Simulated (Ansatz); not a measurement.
# Nb2PdS5: structure and electronic properties

This session takes Nb2PdS5 and sets out to relax cell and atoms and see whether it has a gap, which orbitals make up the states near it and how charge is shared.

Method: DFT LDA, scalar-relativistic, plane waves, PAW, in Ansatz 0.2.0.

## (1) The starting structure

It takes space group C2/m (No. 12, monoclinic). Conventional cell: a = 12.432 Å, b = 3.316 Å, c = 15.675 Å, α = 90.00°, β = 106.45°, γ = 90.00°. Nb (site symmetry m) is surrounded by 6 S at 2.47 to 2.48 Å. Around Nb (site symmetry m) lie 7 S at 2.49 to 2.74 Å. Pd (site symmetry 2/m) has 4 S at 2.33 to 2.34 Å as nearest neighbours. Pd (site symmetry 2/m) is surrounded by 4 S at 2.44 Å. S (site symmetry m) has 2 Pd at 2.44 Å and 3 Nb at 2.62 to 2.74 Å as nearest neighbours. S (site symmetry m) has 3 Nb at 2.47 to 2.49 Å as nearest neighbours. Around S (site symmetry m) lie 1 Pd at 2.34 Å and 2 Nb at 2.48 Å. S (site symmetry m) has 1 Pd at 2.33 Å and 2 Nb at 2.47 Å as nearest neighbours. Only part of the 9 independent sites is listed.

Structure file:

```
Nb Pd S
1.0
     6.21587   -1.65786    0.00000
     6.21587    1.65786    0.00000
    -4.43798    0.00000   15.03314
Nb Pd S
4 2 10
Direct
  0.42722 0.42722 0.81853
  0.57278 0.57278 0.18147
  0.85280 0.85280 0.62499
  0.14720 0.14720 0.37501
  0.00000 0.00000 0.00000
  0.00000 0.00000 0.50000
  0.64509 0.64509 0.50363
  0.35491 0.35491 0.49637
  0.25309 0.25309 0.69359
  0.74691 0.74691 0.30641
  0.82942 0.82942 0.88790
  0.17058 0.17058 0.11210
  0.07672 0.07672 0.88033
  0.92328 0.92328 0.11967
  0.50371 0.50371 0.68945
  0.49629 0.49629 0.31055
```

Source of the structure: the Materials Project (structure only).

(A quick probe on a coarse mesh, which set the mesh and smearing, is not shown.)

## (3) Relaxing cell and atoms

The input, input.yaml:

```yaml
crystal:
  lattice:
    - [6.215867781, -1.65786145, 0.0]
    - [6.215867781, 1.65786145, 0.0]
    - [-4.4379837042, 0.0, 15.0331437698]
  atoms:
    - { symbol: Nb, position: [0.42721941, 0.42721941, 0.81852621] }
    - { symbol: Nb, position: [0.57278059, 0.57278059, 0.18147379] }
    - { symbol: Nb, position: [0.85280367, 0.85280367, 0.62498587] }
    - { symbol: Nb, position: [0.14719633, 0.14719633, 0.37501413] }
    - { symbol: Pd, position: [0.0, 0.0, 0.0] }
    - { symbol: Pd, position: [0.0, 0.0, 0.5] }
    - { symbol: S, position: [0.64509087, 0.64509087, 0.50363068] }
    - { symbol: S, position: [0.35490913, 0.35490913, 0.49636932] }
    - { symbol: S, position: [0.25309008, 0.25309008, 0.69359111] }
    - { symbol: S, position: [0.74690992, 0.74690992, 0.30640889] }
    - { symbol: S, position: [0.82942288, 0.82942288, 0.88790137] }
    - { symbol: S, position: [0.17057712, 0.17057712, 0.11209863] }
    - { symbol: S, position: [0.07672058, 0.07672058, 0.8803312] }
    - { symbol: S, position: [0.92327942, 0.92327942, 0.1196688] }
    - { symbol: S, position: [0.50370819, 0.50370819, 0.68944728] }
    - { symbol: S, position: [0.49629181, 0.49629181, 0.31055272] }
basis:
  ecutwfc: 420
kpoints:
  mp_grid: { grid: [12, 12, 4] }
hamiltonian:
  xc: lda
scf:
  occupations: { method: gaussian, width: 0.1 }
output:
  forces: true
  stress: true
  eigenvalues: true
relax:
  adjacent_minimum: "off"
  f_tol: 0.005
  max_steps: 80
  cell: { stress_tol: 0.05 }
```

Launch:

```bash
> ansatz run input.yaml --threads 8 --pin off --max-ram 22528MiB --backend cpu --events-out ev --progress --plain --runs-dir out
```

The session goes on with these runs: relaxation repeated from the new cell; electronic structure at the relaxed geometry.

**Question.** What will these runs give? Wanted: relaxed cell; volume; formation energy; gap; states at the Fermi level.

**Answer**, as computed:

```
                                                               quantity                                                                         value
                                            relaxed cell (conventional)  a = 11.913 Å, b = 3.245 Å, c = 15.071 Å, α = 90.00°, β = 104.29°, γ = 90.00°
                                                   space group (0.01 Å)                                                                 C2/m (No. 12)
                                                                 volume                                                                 17.64 Å³/atom
formation energy (elements from runs with the same settings, not shown)                                                                 -1.01 eV/atom
                                                                    gap                                                                  none (metal)
                                              states at the Fermi level                                                          4.87 per eV per cell
```

**Reading.** The relaxed volume is 8.9 % smaller than at the start. There is no gap at this level. Of the projected weight within 0.25 eV of the Fermi level, the largest part is Nb 4d (49 %) and S 3p (38 %).
